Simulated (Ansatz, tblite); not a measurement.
**C₁₁H₁₄N₄: one state, many levels**

Aim: run the singlet of C₁₁H₁₄N₄ at one geometry on many levels, and compare frontier levels, spin and run time.

The runs use Ansatz 0.2.0, Gaussian basis; as each input shows.

Plan: GFN1-xTB, GFN2-xTB, PBE-D4/def2-TZVP, r2SCAN-D4/def2-TZVP, PBE-D4/def2-SVP, PBE0-D4/def2-SVP, HF/6-31G, B3LYP-D4/6-31G, MP2/def2-SVP.

4 further runs of the same task are left out: 4 that didn't finish. Runs told in other sessions of the task aren't counted.

## (1) The geometry

The singlet was relaxed beforehand with PBE-D4/def2-SVP.

SMILES `CCCC[n+]1ccccc1.N#C[N-]C#N`, 29 atoms, charge 0, spin multiplicity 1.

Bond lengths: C1–C2 1.529 Å, C1–H11 1.110 Å, C1–H12 1.108 Å, C1–H13 1.110 Å, C2–C3 1.532 Å, C2–H14 1.113 Å, C2–H15 1.113 Å, C3–C4 1.532 Å, C3–H16 1.112 Å, C3–H17 1.113 Å, C4–N5 1.460 Å, C4–H18 1.110 Å, C4–H19 1.113 Å, N5–C6 1.439 Å, N5–C10 1.373 Å, C6–C7 1.493 Å, C6–H20 1.106 Å, C6–N25 1.540 Å and more. Angles: C2–C1–H11 111.3°, C2–C1–H12 111.6°, C2–C1–H13 111.3°, H11–C1–H12 107.6°, H11–C1–H13 107.3°, H12–C1–H13 107.5°, C1–C2–C3 113.2°, C1–C2–H14 109.7°, C1–C2–H15 109.7°, C3–C2–H14 109.2°, C3–C2–H15 109.2°, H14–C2–H15 105.5°, C2–C3–C4 112.8°, C2–C3–H16 110.2°, C2–C3–H17 109.5°, C4–C3–H16 108.8°, C4–C3–H17 109.4°, H16–C3–H17 105.9° and more.

PBE0-D4/def2-TZVP was run before; its log isn't repeated, and its numbers join the tables.

## (2) GFN1-xTB

Tight binding, by tblite at 300 K electronic temperature and without a spin-polarisation term:

```python
tblite.interface.Calculator('GFN1-xTB', numbers, positions, charge=0, uhf=0).singlepoint()
```

Energy -1182.8429 eV, HOMO -10.68 eV, LUMO -7.90 eV; 0.025 s.

## (3) GFN2-xTB

Tight binding, by tblite at 300 K electronic temperature and without a spin-polarisation term:

```python
tblite.interface.Calculator('GFN2-xTB', numbers, positions, charge=0, uhf=0).singlepoint()
```

Energy -1151.5769 eV, HOMO -9.96 eV, LUMO -7.18 eV; 0.019 s.

## (4) PBE-D4/def2-TZVP

start.molden holds the orbitals of an earlier run on this state, given as this run's starting guess.

File in.yaml:

```yaml
crystal:
  periodic: [false, false, false]
  atoms:
    - {symbol: C, position_ang: [-3.903419, 1.785636, 1.612108]}
    - {symbol: C, position_ang: [-3.197218, 0.659140, 0.857046]}
    - {symbol: C, position_ang: [-1.670827, 0.784033, 0.875048]}
    - {symbol: C, position_ang: [-0.973353, -0.352010, 0.119876]}
    - {symbol: N, position_ang: [0.482148, -0.232278, 0.109284]}
    - {symbol: C, position_ang: [1.077660, 0.611753, -0.892815]}
    - {symbol: C, position_ang: [2.434769, 1.077358, -0.479056]}
    - {symbol: C, position_ang: [3.201135, 0.271397, 0.313762]}
    - {symbol: C, position_ang: [2.640109, -0.913374, 0.907321]}
    - {symbol: C, position_ang: [1.279840, -1.089140, 0.827365]}
    - {symbol: H, position_ang: [-3.597805, 1.810010, 2.678847]}
    - {symbol: H, position_ang: [-5.005149, 1.668876, 1.582589]}
    - {symbol: H, position_ang: [-3.660533, 2.777465, 1.176949]}
    - {symbol: H, position_ang: [-3.488873, -0.323318, 1.291252]}
    - {symbol: H, position_ang: [-3.549980, 0.635221, -0.198204]}
    - {symbol: H, position_ang: [-1.299071, 0.798688, 1.922851]}
    - {symbol: H, position_ang: [-1.373528, 1.760682, 0.431970]}
    - {symbol: H, position_ang: [-1.232507, -1.326291, 0.583300]}
    - {symbol: H, position_ang: [-1.333680, -0.400353, -0.931717]}
    - {symbol: H, position_ang: [0.392796, 1.451049, -1.113732]}
    - {symbol: H, position_ang: [2.814273, 2.014138, -0.910360]}
    - {symbol: H, position_ang: [4.242725, 0.548847, 0.539530]}
    - {symbol: H, position_ang: [3.251181, -1.613923, 1.489691]}
    - {symbol: H, position_ang: [0.752377, -1.896272, 1.358262]}
    - {symbol: N, position_ang: [1.130944, -0.159858, -2.224377]}
    - {symbol: C, position_ang: [1.880796, -1.047554, -2.583268]}
    - {symbol: N, position_ang: [2.662496, -1.853209, -3.121423]}
    - {symbol: C, position_ang: [2.884470, -3.149542, -3.093793]}
    - {symbol: N, position_ang: [3.158234, -4.297172, -3.128316]}
basis:
  gaussian: {orbitals: def2-TZVP, initial_orbitals: start.molden}
hamiltonian: {xc: pbe, dispersion: d4}
scf: {omitted_lower_state_checks: [starts]}
output: {orbitals: {seedname: orbitals}}
```

Command:

```sh
ansatz run in.yaml --threads 4 --pin off --events-out ev --progress --plain --max-ram 6963MiB
```

After this run come: r2SCAN-D4/def2-TZVP; PBE-D4/def2-SVP; PBE0-D4/def2-SVP; HF/6-31G; B3LYP-D4/6-31G; MP2/def2-SVP.

Before running them: what should the planned runs give, taken together? Wanted: gap in def2-TZVP, named functionals, smallest and largest; correlation energy, MP2/def2-SVP; binding an atom, functionals in def2-TZVP; PBE0 total energy, smallest basis above largest.

As calculated:

| quantity | value |
| --- | --- |
| gap in def2-TZVP, named functionals, smallest and largest | 3.03 eV (PBE-D4), 4.84 eV (PBE0-D4) |
| correlation energy, MP2/def2-SVP | -57.82 eV |
| binding an atom, functionals in def2-TZVP | 4.61 (r2SCAN-D4) to 4.79 eV (PBE-D4) |
| PBE0 total energy, smallest basis above largest | 18.71 eV (def2-SVP, def2-TZVP) |

In words: Over the named functionals in def2-TZVP the gap runs from 3.03 eV (PBE-D4) to 4.84 eV (PBE0-D4); exact exchange widens it.
